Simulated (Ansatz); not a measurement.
# C3F6O: a ladder of functionals and wavefunction methods

An exercise on one series of results from a longer session: the logs are not shown, and one member is left open.

Method: functionals in def2-TZVPP, the program's frozen cores in correlated methods; program: Ansatz 0.2.0, Gaussian basis.

The runs, in order: LDA (SPW92), PBE-D4, revPBE-D4, BLYP-D4, r2SCAN-D4, B97M-V, PBE0-D4, B3LYP-D4, r2SCANh-D4, r2SCAN0-D4, HSE06-D4, BHLYP-D4, CAM-B3LYP-D4, LC-ωPBE, ωB97X-V, ωB97M-V, B2PLYP, PBE-QIDH; CCSD(T)/def2-SVP; CCSD(T)/def2-TZVPP; MP2/def2-QZVPP; extrapolation to the limit; RPA on PBE.

## The geometry

The geometry comes from an earlier relaxation with PBE0-D4 in a triple-zeta def2 set; it is a stationary point, not always the lowest conformer.

SMILES `FC(F)(F)C1(F)OC1(F)F`, 10 atoms, charge 0, spin multiplicity 1.

Atoms are counted from 1 here; the program's logs count them from 0.

Bond lengths: F1–C2 1.329 Å, C2–F3 1.323 Å, C2–F4 1.329 Å, C2–C5 1.525 Å, C5–F6 1.331 Å, C5–O7 1.411 Å, C5–C8 1.452 Å, O7–C8 1.372 Å, C8–F9 1.318 Å, C8–F10 1.319 Å. Angles: F1–C2–F3 109.0°, F1–C2–F4 108.6°, F1–C2–C5 109.6°, F3–C2–F4 108.8°, F3–C2–C5 111.1°, F4–C2–C5 109.8°, C2–C5–F6 110.5°, C2–C5–O7 116.7°, C2–C5–C8 126.2°, F6–C5–O7 115.5°, F6–C5–C8 119.5°, O7–C5–C8 57.2°, C5–O7–C8 62.9°, C5–C8–O7 59.9°, C5–C8–F9 124.6°, C5–C8–F10 120.4°, O7–C8–F9 117.0°, O7–C8–F10 116.5° and more.

Set-up of the first run:

in.yaml reads:

```yaml
crystal:
  periodic: [false, false, false]
  atoms:
    - {symbol: F, position_ang: [-1.701083, -0.946194, 0.935182]}
    - {symbol: C, position_ang: [-1.145307, -0.550290, -0.205706]}
    - {symbol: F, position_ang: [-0.637405, -1.603988, -0.824777]}
    - {symbol: F, position_ang: [-2.088495, -0.016372, -0.974025]}
    - {symbol: C, position_ang: [-0.067522, 0.488366, 0.084941]}
    - {symbol: F, position_ang: [-0.595960, 1.556577, 0.676785]}
    - {symbol: O, position_ang: [0.847061, 0.760737, -0.954607]}
    - {symbol: C, position_ang: [1.357370, 0.234859, 0.205457]}
    - {symbol: F, position_ang: [1.913906, -0.956977, 0.127080]}
    - {symbol: F, position_ang: [2.117426, 1.033283, 0.929670]}
basis:
  gaussian: {orbitals: def2-TZVPP}
hamiltonian: {xc: lda}
output: {orbitals: {seedname: orbitals}}
```

Among the steps run: LDA; PBE-D4 (GGA); revPBE-D4 (GGA); BLYP-D4 (GGA); r2SCAN-D4 (meta-GGA); B97M-V (meta-GGA); PBE0-D4 (hybrid); B3LYP-D4 (hybrid); r2SCANh-D4 (hybrid); r2SCAN0-D4 (hybrid); HSE06-D4 (hybrid); BHLYP-D4 (hybrid); CAM-B3LYP-D4 (range-separated); LC-ωPBE (range-separated); ωB97X-V (range-separated); ωB97M-V (range-separated); B2PLYP (double hybrid); PBE-QIDH (double hybrid).

One table of the session follows, with a row left open; its other results are not shown here.

It belongs to the step «Orbital energies across the functionals». 

| functional | HOMO (eV) | LUMO (eV) | gap (eV) |
| --- | --- | --- | --- |
| LDA (SPW92) | -8.63 | -0.57 | 8.05 |
| PBE-D4 | -8.35 | -0.19 | 8.16 |
| revPBE-D4 | -8.24 | -0.04 | 8.20 |
| BLYP-D4 | -8.32 | -0.13 | 8.19 |
| r2SCAN-D4 | -8.72 | 0.13 | 8.85 |
| B97M-V | -8.84 | 0.25 | 9.09 |
| PBE0-D4 | ? | ? | ? |
| B3LYP-D4 | -9.89 | 0.62 | 10.51 |
| r2SCANh-D4 | -9.37 | 0.54 | 9.91 |
| r2SCAN0-D4 | -10.33 | 1.17 | 11.50 |
| HSE06-D4 | -9.67 | 0.59 | 10.26 |
| BHLYP-D4 | -11.80 | 2.15 | 13.95 |
| CAM-B3LYP-D4 | -11.65 | 2.07 | 13.72 |
| LC-ωPBE | -12.89 | 3.45 | 16.35 |
| ωB97X-V | -12.53 | 3.37 | 15.90 |
| ωB97M-V | -12.45 | 3.18 | 15.63 |

**Question.** Estimate the row for PBE0-D4.

As computed: HOMO (eV): -10.08; LUMO (eV): 0.98; gap (eV): 11.06. In the column «HOMO (eV)» it lies between r2SCAN0-D4 (-10.33) and B3LYP-D4 (-9.89).
